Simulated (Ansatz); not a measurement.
**CHBF₄O: one species, many methods**

One table from this session's results is given with a row withheld; the runs are named, their logs left out.

Program: Ansatz 0.2.0, Gaussian basis. Level of theory: functionals in def2-TZVPP, the program's frozen cores in correlated methods. These are calculated values, not measurements.

Levels to be run: PBE-D4, r2SCAN-D4, PBE0-D4, B3LYP-D4, ωB97X-V, ωB97M-V, B2PLYP; CCSD(T)/def2-TZVPP; MP2/def2-QZVPP; extrapolation to the limit.

### The geometry

The geometry comes from an earlier relaxation with PBE0-D4 in a triple-zeta def2 set; it is a stationary point, not always the lowest conformer.

SMILES `FBOC(F)(F)F`, 8 atoms, charge 0, spin multiplicity 1.

Atoms are counted from 1 here; the program's logs count them from 0.

Bond lengths: F1–B2 1.315 Å, B2–O3 1.368 Å, B2–H8 1.188 Å, O3–C4 1.355 Å, C4–F5 1.322 Å, C4–F6 1.330 Å, C4–F7 1.330 Å. Angles: F1–B2–O3 120.8°, F1–B2–H8 121.4°, O3–B2–H8 117.8°, B2–O3–C4 124.5°, O3–C4–F5 108.4°, O3–C4–F6 111.6°, O3–C4–F7 111.6°, F5–C4–F6 108.4°, F5–C4–F7 108.4°, F6–C4–F7 108.2°.

Coordinates:

```mol
CHBF4O
  3D, bonds by distance, orders not assigned

  8  7  0  0  0  0  0  0  0  0999 V2000
   -0.0260   -1.8362   -0.5228 F   0  0
   -0.1821   -0.7062   -1.1765 B   0  0
   -0.1108    0.4953   -0.5267 O   0  0
    0.1183    0.6378    0.8014 C   0  0
    0.1229    1.9279    1.0882 F   0  0
   -0.8270    0.0490    1.5282 F   0  0
    1.2934    0.1246    1.1544 F   0  0
   -0.3889   -0.6922   -2.3461 H   0  0
  1  2  8  0
  2  3  8  0
  3  4  8  0
  4  5  8  0
  4  6  8  0
  4  7  8  0
  2  8  8  0
M  END
```

The first run:

in.yaml reads:

```yaml
crystal:
  periodic: [false, false, false]
  atoms:
    - {symbol: F, position_ang: [-0.025965, -1.836184, -0.522770]}
    - {symbol: B, position_ang: [-0.182051, -0.706235, -1.176529]}
    - {symbol: O, position_ang: [-0.110796, 0.495316, -0.526722]}
    - {symbol: C, position_ang: [0.118349, 0.637814, 0.801377]}
    - {symbol: F, position_ang: [0.122914, 1.927929, 1.088157]}
    - {symbol: F, position_ang: [-0.827004, 0.048977, 1.528248]}
    - {symbol: F, position_ang: [1.293407, 0.124590, 1.154368]}
    - {symbol: H, position_ang: [-0.388854, -0.692217, -2.346140]}
basis:
  gaussian: {orbitals: def2-TZVPP}
hamiltonian: {xc: pbe, dispersion: d4}
output: {forces: true, orbitals: {seedname: orbitals}}
```

On the command line:

```sh
$ ansatz run in.yaml --threads 2 --pin off --events-out ev --progress --plain --max-ram 22528MiB --backend cpu
```

Among the steps run: PBE-D4 (GGA); r2SCAN-D4 (meta-GGA); PBE0-D4 (hybrid); B3LYP-D4 (hybrid); ωB97X-V (range-separated); ωB97M-V (range-separated); B2PLYP (double hybrid); CCSD(T) in def2-TZVPP; MP2 in def2-QZVPP.

One of the session's tables, all rows but one given; the rest of the session is left out.

```
            method  atomisation energy (kcal/mol)
            PBE-D4                          867.3
         r2SCAN-D4                          840.9
           PBE0-D4                          834.6
          B3LYP-D4                          825.7
           ωB97X-V                          834.5
           ωB97M-V                          837.0
            B2PLYP                          823.6
     HF/def2-TZVPP                          586.0
    MP2/def2-TZVPP                          851.1
   CCSD/def2-TZVPP                          790.3
CCSD(T)/def2-TZVPP                          807.7
           MP2/CBS                          873.7
       CCSD(T)/CBS                              ?
```

**Question.** Estimate the row for CCSD(T)/CBS.

As computed: atomisation energy (kcal/mol): 830.2. In the column «atomisation energy (kcal/mol)» it lies between B3LYP-D4 (825.7) and ωB97X-V (834.5).
